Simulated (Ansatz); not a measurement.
**C2H5Si (SMILES C=C[SiH2]): UHF/STO-3G**

Aim: the electronic atomisation energy of C2H5Si at UHF/STO-3G, from 4 runs. 

The results are computed with Ansatz 0.2.0.

25 further runs of the same task are left out: 25 set aside as unsound or not needed.

### Step 1. The system as given

The species is C2H5Si (8 atoms), meant as a doublet with charge 0. SMILES: `C=C[SiH2]`. Geometry: relaxed at PBE0-D4/def2-TZVP.

Bond lengths: C1–C2 1.338 Å, C2–Si3 1.837 Å, C1–H4 1.086 Å, C1–H5 1.086 Å, C2–H6 1.089 Å, Si3–H7 1.487 Å, Si3–H8 1.487 Å. Angles: C1–C2–Si3 124.1°, C1–C2–H6 118.0°, Si3–C2–H6 117.8°, C2–C1–H4 121.8°, C2–C1–H5 122.0°, C2–Si3–H7 112.1°, C2–Si3–H8 113.3°, H4–C1–H5 116.2°, H7–Si3–H8 112.2°.

### Step 2. A single-point energy at UHF/STO-3G

File job.yaml:

```yaml
basis:
  gaussian: {orbitals: STO-3G}
crystal:
  periodic: [false, false, false]
  atoms:
    - {symbol: C, position_ang: [-0.408600, 0.930200, -0.877900]}
    - {symbol: C, position_ang: [-0.357700, 0.348900, 0.326600]}
    - {symbol: Si, position_ang: [0.886400, -0.913500, 0.807600]}
    - {symbol: H, position_ang: [0.266200, 0.644900, -1.679900]}
    - {symbol: H, position_ang: [-1.129000, 1.708400, -1.111700]}
    - {symbol: H, position_ang: [-1.056700, 0.689200, 1.089200]}
    - {symbol: H, position_ang: [1.531500, -1.544100, -0.375100]}
    - {symbol: H, position_ang: [0.360000, -1.921200, 1.765400]}
magnetization: {spin_polarized: true, initial_magnetization: 1}
accuracy: high
hamiltonian: {xc: hf}
output: {orbitals: {seedname: orbitals}}
```

The run is started by

```bash
$ ansatz run job.yaml --threads 1 --pin off --max-ram 3480MiB --events-out events.jsonl --progress --plain --runs-dir runs
```

The program printed:

```text
Warning: RAYON_NUM_THREADS=1 ignored (pool sized by the plan → 1); use --threads N
Functional definition: HF
  name "HF"
  exchange = exact_x
  correlation = 0
451 factors; integrals over basis functions are off by at most 2.0e-8 eV
mean field evaluation 1: about -9882.7326 eV, gradient 8.4e0 eV
mean field evaluation 2: about -9882.7990 eV, gradient 8.3e0 eV
mean field evaluation 4: about -9883.7839 eV, gradient 1.3e0 eV
mean field evaluation 8: about -9883.9609 eV, gradient 8.8e-1 eV
mean field evaluation 16: about -9884.0400 eV, gradient 1.1e-6 eV
mean field -9884.03995202 eV, -363.2317685940 hartree, gradient 2.2e-8 eV, S^2 1.061726; 0 other end points of the search recorded, 0 dependent functions left out
reference -9884.03995202 eV, -363.2317685940 hartree; 16, 15 occupied and 8, 9 virtual orbitals, 451 factors
Total energy: -9884.03995202 eV, -363.2317685940 hartree
```

It took 0.18 s on 1 thread of Arm Neoverse V2, shared host.

### Step 3. The C atom, same level

File run.yaml:

```yaml
crystal:
  periodic: [false, false, false]
  atoms:
    - {symbol: C, position_ang: [0.000000, 0.000000, 0.000000]}
basis:
  gaussian:
    orbitals: STO-3G
magnetization:
  spin_polarized: true
  initial_magnetization: 2
hamiltonian:
  xc: hf
accuracy: high
```

Run the same way, it converges to -37.19839 Eh (log not shown).

### Step 4. The H atom, same level

File molecule.yaml:

```yaml
crystal:
  periodic: [false, false, false]
  atoms:
    - {symbol: H, position_ang: [0.000000, 0.000000, 0.000000]}
basis:
  gaussian: {orbitals: STO-3G}
magnetization: {spin_polarized: true, initial_magnetization: 1}
hamiltonian: {xc: hf}
accuracy: high
```

Run the same way, it converges to -0.46658 Eh (log not shown).

### Step 5. The Si atom, same level

File job.yaml:

```yaml
crystal:
  periodic: [false, false, false]
  atoms:
    - symbol: Si
      position_ang: [0.000000, 0.000000, 0.000000]
basis:
  gaussian:
    orbitals: STO-3G
total_charge: 0
magnetization:
  spin_polarized: true
  initial_magnetization: 2
hamiltonian:
  xc: hf
accuracy: high
```

Run the same way, it converges to -285.46622 Eh (log not shown).

### Step 6. Summary of results

Level: UHF/STO-3G.

| quantity | value |
| --- | --- |
| molecule: total energy | -363.23177 Eh |
| molecule: HOMO energy (highest over α and β) | -6.27 eV |
| molecule: LUMO energy (lowest over α and β) | 6.57 eV |
| molecule: ⟨S²⟩ | 1.062 |
| C atom: total energy | -37.19839 Eh |
| C atom: ⟨S²⟩ | 2.000 |
| H atom: total energy | -0.46658 Eh |
| H atom: ⟨S²⟩ | 0.750 |
| Si atom: total energy | -285.46622 Eh |
| Si atom: ⟨S²⟩ | 2.000 |
| electronic atomisation energy | 28.187 eV |

**Reading.** Taking the molecule apart into free atoms costs 28.19 eV (650 kcal/mol), before zero-point energy and without spin-orbit coupling. Hartree–Fock lacks the correlation of the bonding pairs, which as a rule makes this value much too low; in minimal bases other errors can mask that. In a minimal basis such a difference can be off by several eV, whatever the method. ⟨S²⟩ (molecule) is 1.06 where a pure doublet has 0.75: the reference is spin-contaminated.
